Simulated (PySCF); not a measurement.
# PrOCl: other functionals and bases at one geometry

An exercise on one series of results from a longer session: the logs are not shown, and one member is left open.

Program: PySCF 2.14.0. Level of theory: several levels, as the steps say, no spin–orbit coupling. These are calculated values, not measurements.

1 further run of the same task is left out (for a known fault of the program).

**Starting geometry**

3 atoms, charge 0, spin multiplicity 1.

Bond lengths: Pr1–O2 1.870 Å, Pr1–Cl3 2.616 Å. Angles: O2–Pr1–Cl3 114.0°.

As a file:

```
Pr    0.29542    0.00000   -0.44877
O     1.82493    0.00000    0.62790
Cl   -1.95013    0.00000    0.89401
```

Formal oxidation states: Pr +3. Each metal's 2 4f electrons lie in its core potential, so multiplicities, spins and levels count the valence alone. An earlier session relaxed this geometry at PBE0, Pr lcecp-1-SVP with ECP48, O def2-SVP, Cl def2-SVP (singlet, point group Cs).

At PBE0 on the finer grid: E = -567.969771 Eh, HOMO -6.99 eV, LUMO -2.16 eV, Mulliken charge on Pr1 +0.84 e, largest force component 0.020 eV/Å. 

Levels to run: M06-L; HF; PBE0, TZVP. Hardware: 2 threads of Arm Neoverse V2, shared host.

Set-up of the first run:

Contents of run.py (the lines that set the calculation):

```python
mol = gto.M(atom='''
Pr     0.29542     0.00000    -0.44877
O      1.82493     0.00000     0.62790
Cl    -1.95013     0.00000     0.89401''',
    basis={'Pr': 'lcecp-1-SVP', 'O': 'def2-SVP', 'Cl': 'def2-SVP'},
    ecp={'Pr': 'lcecp-1-SVP'},
    charge=0, spin=0)
mf = dft.RKS(mol, xc='M06L')
mf.grids.atom_grid = (75, 302)  # f atoms: unpruned, at least (60, 302)
mf = mf.density_fit()  # fitting sets: Pr AutoAux, O def2-universal-JKFIT, Cl def2-universal-JKFIT
mf.conv_tol = 1e-08; mf.max_cycle = 55
mf.kernel(dm0)  # dm0: the density of the relaxed state
```

Launch:

```bash
$ OMP_NUM_THREADS=2 python run.py
```

Among the steps run: M06-L; HF; PBE0, TZVP.

One of the session's tables, all rows but one given; the rest of the session is left out.

| level | HOMO (eV) | gap (eV) | charge on Pr1 (e) | dipole (D) | largest force component (eV/Å) |
| --- | --- | --- | --- | --- | --- |
| PBE0 (relaxed here) | -6.99 | 4.83 | 0.84 | 7.61 | 0.02 |
| M06-L | -5.68 | 3.76 | 0.96 | 7.70 | 0.41 |
| HF | -10.23 | 9.74 | 1.17 | 8.85 | 1.06 |
| PBE0, TZVP | ? | ? | ? | ? | ? |

**Question.** Estimate the row for PBE0, TZVP.

As computed: HOMO (eV): -7.00; gap (eV): 4.85; charge on Pr1 (e): 1.22; dipole (D): 7.85; largest force component (eV/Å): 0.25. In the column «HOMO (eV)» it lies between HF (-10.23) and PBE0 (relaxed here) (-6.99).

In one basis the HOMO–LUMO gap runs from 3.76 eV (M06-L) to 9.74 eV (HF). The largest leftover force, 1.06 eV/Å with HF, stands at a geometry relaxed at another level. With 4f in the core, its levels are missing from HOMO and gap, and its count is fixed, so no charge can pass from the ligands into it. Total energies of different levels can't be compared.
